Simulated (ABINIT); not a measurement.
Tl3Cu:

```
CELL_PARAMETERS angstrom
4.71700 0.00000 0.00000
0.00000 4.71700 0.00000
0.00000 0.00000 4.71700
ATOMIC_POSITIONS crystal
Tl 0.50000 0.50000 0.00000
Tl 0.50000 0.00000 0.50000
Tl 0.00000 0.50000 0.50000
Cu 0.00000 0.00000 0.00000
```

The cell comes from a database or a generator and needn't be the stable form of this composition.

```yaml
Program: ABINIT 10.8.3 (patched build)
Task: single point
Functional: PBE
Potentials_or_basis: JTH PAW PBE v2.0
Cutoff: 707 eV
k_mesh: 6 × 6 × 6
Occupations: fermi-dirac, width 0.05 eV
Spin: no spin polarisation
```

On this cell: pressure -0.5 GPa; largest force zero by symmetry; band gap on the k mesh none (metal or under the smearing width).

The same run follows on a disturbed copy (atoms moved at random, drawn with an rms of 0.05 Å):

```
CELL_PARAMETERS angstrom
4.71700 0.00000 0.00000
0.00000 4.71700 0.00000
0.00000 0.00000 4.71700
ATOMIC_POSITIONS crystal
Tl 0.48604 0.49439 0.99891
Tl 0.48620 0.99816 0.49703
Tl 0.99509 0.49394 0.50977
Cu 0.99723 0.00284 0.00647
```

**Question.** What does the disturbed cell give?

**Answer.** The energy (extrapolated to zero smearing) moves by +1.4 meV/atom; pressure -0.4 GPa; largest force 0.181 eV/Å; band gap on the k mesh none (metal or under the smearing width).

Forces in eV/Å, atoms in the order of the input:
```
Tl   0.080  0.035  0.077
Tl   0.078 -0.074 -0.012
Tl  -0.163  0.036 -0.069
Cu   0.004  0.003  0.004
```
